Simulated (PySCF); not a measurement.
# C5H5F3O2: magnetic properties

What do calculations give for the magnetic properties of C5H5F3O2 (`C=C(C)C(=O)OC(F)(F)F`)?

Computed with PySCF 2.14.0 and routines of our own; the level stands in each step. Atoms count from 0.

### Step 1. The starting structure

15 atoms, charge 0, multiplicity 1; geometry from: GFN2-xTB.

### Step 2. Magnetic properties: GIAO CAM-B3LYP/pcSseg-1

What the job is given:

```
{"job": {"kind": "mag", "xc": "CAM-B3LYP", "basis": "pcSseg-1", "isotopologues": 0}, "charge": 0, "multiplicity": 1}
C     -1.974335     1.283476    -0.182408
C     -1.080736     0.294320    -0.159329
C     -1.412510    -1.141028     0.082051
C      0.327640     0.656915    -0.390693
O      0.774664     1.730961    -0.643154
O      1.155585    -0.473680    -0.272651
C      2.472285    -0.324507    -0.454161
F      3.050352    -1.510673    -0.276058
F      3.038506     0.518492     0.407688
F      2.796885     0.087530    -1.679070
H     -1.665715     2.298534    -0.366201
H     -3.022725     1.104828    -0.018358
H     -2.482399    -1.262504     0.222276
H     -1.090692    -1.747936    -0.761713
H     -0.891218    -1.506739     0.964214
```

With the program's defaults for keys left out, this is: GIAO CAM-B3LYP/pcSseg-1 magnetisability, rotational g tensor and spin-rotation constants, non-relativistic, gas phase.

On the command line:

```sh
$ OMP_NUM_THREADS=1 python excited_run.py task.json out
```

One launch serves the whole session: the jobs run in the order shown.

Output:

```text
coarse grid: 13960 points
cycle   1  E = -642.8128526528  dE =  2.122e+00  |g| = 1.371e+00  |ddm| = 3.507e+00
cycle   2  E = -642.5105375891  dE =  3.023e-01  |g| = 1.986e+00  |ddm| = 1.959e+00
cycle   3  E = -643.1364116631  dE = -6.259e-01  |g| = 2.833e-01  |ddm| = 1.320e+00
cycle   4  E = -643.1492824099  dE = -1.287e-02  |g| = 8.489e-02  |ddm| = 2.069e-01
cycle   5  E = -643.1504472461  dE = -1.165e-03  |g| = 1.427e-02  |ddm| = 5.738e-02
cycle   6  E = -643.1504859873  dE = -3.874e-05  |g| = 4.156e-03  |ddm| = 1.344e-02
cycle   7  E = -643.1504902991  dE = -4.312e-06  |g| = 1.428e-03  |ddm| = 4.648e-03
final grid: 140128 points
cycle   8  E = -643.2612618310  dE = -4.040e-05  |g| = 5.963e-03  |ddm| = 2.005e-02
cycle   9  E = -643.2612600314  dE =  1.800e-06  |g| = 7.026e-03  |ddm| = 7.849e-03
cycle  10  E = -643.2612681661  dE = -8.135e-06  |g| = 1.018e-03  |ddm| = 4.596e-03
cycle  11  E = -643.2612683350  dE = -1.689e-07  |g| = 3.251e-04  |ddm| = 7.749e-04
cycle  12  E = -643.2612683513  dE = -1.634e-08  |g| = 1.190e-04  |ddm| = 2.755e-04
cycle  13  E = -643.2612683540  dE = -2.724e-09  |g| = 1.901e-05  |ddm| = 8.491e-05
cycle  14  E = -643.2612683541  dE = -9.231e-11  |g| = 9.971e-06  |ddm| = 2.960e-05
converged SCF energy = -643.2612683541

Magnetisability tensor (1e-30 J/T^2)
    -1075.85        3.93      -37.53
        3.93    -1120.34      -40.52
      -37.53      -40.52    -1350.82
isotropic -1182.34   principal values   -1362.36  -1115.72  -1068.94
isotropic susceptibility -71.202 1e-6 cm^3/mol

Inertial axes            a          b          c
rot. const./GHz      2.6690     0.8626     0.7382
chi total           -64.800    -66.768    -82.038
chi diamagnetic    -530.624  -1406.300  -1647.817
chi paramagnetic    465.824   1339.532   1565.779
quadrupole/D A        9.030     -6.152     -2.878
g nuclear            0.5373     0.5322     0.5385
g electronic        -0.5841    -0.5429    -0.5430
g total             -0.0467    -0.0107    -0.0045

Spin-rotation constants (kHz, H = +C I.J)
atom  isotope        aa         bb         cc
  7    19F        3.554      0.901      1.150
  8    19F        4.197      1.147      0.760
  9    19F        4.186      1.185      0.736
 10     1H       -0.239      0.085     -0.086
 11     1H        0.217     -0.072     -0.089
 12     1H        0.039     -0.076     -0.089
 13     1H       -0.232     -0.070     -0.017
 14     1H       -0.227     -0.066     -0.021
  0    13C*       1.119      0.389      0.102
  1    13C*       1.113      0.376      0.115
  2    13C*       0.412      0.116      0.114
  3    13C*       1.401      0.262      0.214
  4    17O*      -1.433     -0.568     -0.049
  5    17O*      -0.650     -0.268     -0.151
  6    13C*       0.853      0.264      0.224
* in the singly substituted isotopologue
```

It took 91 s on 1 thread of Arm Neoverse N1, shared host; peak memory 0.96 GiB.

In short:

```csv
quantity,value
magnetisability,-1182·10⁻³⁰ J/T²
molar susceptibility,-71.2·10⁻⁶ cm³/mol
"rotational g (a, b, c)","-0.0467, -0.0107, -0.0045"
```

### Step 3. Magnetic properties: GIAO BP86/6-31G

Settings changed since step 2:

```diff
@@ -1,2 +1,2 @@
-{"job": {"kind": "mag", "xc": "CAM-B3LYP", "basis": "pcSseg-1", "isotopologues": 0}, "charge": 0, "multiplicity": 1}
+{"job": {"kind": "mag", "xc": "BP86", "basis": "6-31G", "scf": {"conv": 1e-07, "damp": 0.1}}, "charge": 0, "multiplicity": 1}
 C     -1.974335     1.283476    -0.182408
```

Level: GIAO BP86/6-31G magnetisability, rotational g tensor and spin-rotation constants, non-relativistic, gas phase.

Output:

```text
damping 0.10 in the first 6 cycles
final grid: 140128 points
cycle   1  E = -642.9271146918  dE =  2.006e+00  |g| = 1.385e+00  |ddm| = 4.078e+00
cycle   2  E = -641.8364884951  dE =  1.091e+00  |g| = 2.724e+00  |ddm| = 3.775e+00
cycle   3  E = -640.5218906091  dE =  1.315e+00  |g| = 3.524e+00  |ddm| = 5.203e+00
cycle   4  E = -627.1337505463  dE =  1.339e+01  |g| = 6.684e+00  |ddm| = 1.196e+01
cycle   5  E = -591.2259481445  dE =  3.591e+01  |g| = 8.024e+00  |ddm| = 2.982e+01
cycle   6  E = -541.9029962575  dE =  4.932e+01  |g| = 1.128e+01  |ddm| = 4.550e+01
cycle   7  E = -540.8639061901  dE =  1.039e+00  |g| = 9.848e+00  |ddm| = 5.452e+01
cycle   8  E = -616.7886781109  dE = -7.592e+01  |g| = 6.876e+00  |ddm| = 6.358e+01
cycle   9  E = -625.6125935577  dE = -8.824e+00  |g| = 5.950e+00  |ddm| = 4.805e+01
cycle  10  E = -635.7279924195  dE = -1.012e+01  |g| = 3.907e+00  |ddm| = 1.870e+01
cycle  11  E = -638.8221970356  dE = -3.094e+00  |g| = 3.776e+00  |ddm| = 1.403e+01
cycle  12  E = -643.2049397592  dE = -4.383e+00  |g| = 6.781e-01  |ddm| = 8.034e+00
cycle  13  E = -643.1035334967  dE =  1.014e-01  |g| = 1.032e+00  |ddm| = 1.456e+00
cycle  14  E = -643.3046025933  dE = -2.011e-01  |g| = 2.583e-01  |ddm| = 9.553e-01
cycle  15  E = -643.3210892529  dE = -1.649e-02  |g| = 1.180e-01  |ddm| = 3.591e-01
cycle  16  E = -643.3228933106  dE = -1.804e-03  |g| = 8.216e-02  |ddm| = 1.784e-01
cycle  17  E = -643.3241628747  dE = -1.270e-03  |g| = 2.170e-02  |ddm| = 8.053e-02
cycle  18  E = -643.3242878049  dE = -1.249e-04  |g| = 7.927e-03  |ddm| = 2.842e-02
cycle  19  E = -643.3243003125  dE = -1.251e-05  |g| = 2.312e-03  |ddm| = 8.314e-03
cycle  20  E = -643.3243015930  dE = -1.281e-06  |g| = 5.176e-04  |ddm| = 3.053e-03
cycle  21  E = -643.3243016595  dE = -6.647e-08  |g| = 1.450e-04  |ddm| = 6.036e-04
converged SCF energy = -643.3243016595

Magnetisability tensor (1e-30 J/T^2)
    -1060.80        2.63      -37.70
        2.63    -1098.82      -41.33
      -37.70      -41.33    -1335.65
isotropic -1165.09   principal values   -1347.37  -1093.87  -1054.03
isotropic susceptibility -70.163 1e-6 cm^3/mol

Inertial axes            a          b          c
rot. const./GHz      2.6690     0.8626     0.7382
chi total           -63.851    -65.505    -81.135
chi diamagnetic    -529.247  -1405.251  -1646.969
chi paramagnetic    465.397   1339.746   1565.833
quadrupole/D A        8.546     -6.081     -2.465
g nuclear            0.5373     0.5322     0.5385
g electronic        -0.5836    -0.5429    -0.5430
g total             -0.0462    -0.0108    -0.0045

Spin-rotation constants (kHz, H = +C I.J)
atom  isotope        aa         bb         cc
  7    19F        3.593      0.931      1.153
  8    19F        4.195      1.169      0.802
  9    19F        4.184      1.204      0.782
 10     1H       -0.245      0.078     -0.090
 11     1H        0.202     -0.077     -0.095
 12     1H        0.026     -0.083     -0.094
 13     1H       -0.248     -0.074     -0.020
 14     1H       -0.244     -0.070     -0.024
  0    13C*       0.974      0.335      0.090
  1    13C*       1.006      0.326      0.101
  2    13C*       0.364      0.102      0.101
  3    13C*       1.210      0.234      0.191
  4    17O*      -1.306     -0.536     -0.045
  5    17O*      -0.683     -0.256     -0.146
  6    13C*       0.812      0.243      0.209
* in the singly substituted isotopologue
```

Wall time 53 s (1 thread of Arm Neoverse N1, shared host); peak memory 0.53 GiB.

From this job:

```csv
quantity,value
magnetisability,-1165·10⁻³⁰ J/T²
molar susceptibility,-70.2·10⁻⁶ cm³/mol
"rotational g (a, b, c)","-0.0462, -0.0108, -0.0045"
```

### Step 4. Magnetic properties side by side

```csv
level,ξ (10⁻³⁰ J/T²),g(a),g(b),gap (eV),functions,time
GIAO CAM-B3LYP/pcSseg-1,-1182,-0.0467,-0.0107,8.84,195,91 s
GIAO BP86/6-31G,-1165,-0.0462,-0.0108,4.25,100,53 s
```

### Step 5. What came out

| quantity | value |
| --- | --- |
| magnetisability (step 2, GIAO CAM-B3LYP/pcSseg-1) | -1182·10⁻³⁰ J/T² |
| molar susceptibility (step 2, GIAO CAM-B3LYP/pcSseg-1) | -71.2·10⁻⁶ cm³/mol |
| rotational g (a, b, c) (step 2, GIAO CAM-B3LYP/pcSseg-1) | -0.0467, -0.0107, -0.0045 |
| magnetisability over the levels | -1182 to -1165·10⁻³⁰ J/T² |

The magnetisability spreads by 1.5 % over 2 levels, from GIAO CAM-B3LYP/pcSseg-1 (91 s) to GIAO BP86/6-31G (53 s); the runs took 53 s to 91 s. Two levels can agree by chance, so this spread shows no convergence. Vibrational averaging and real surroundings are missing from these values.
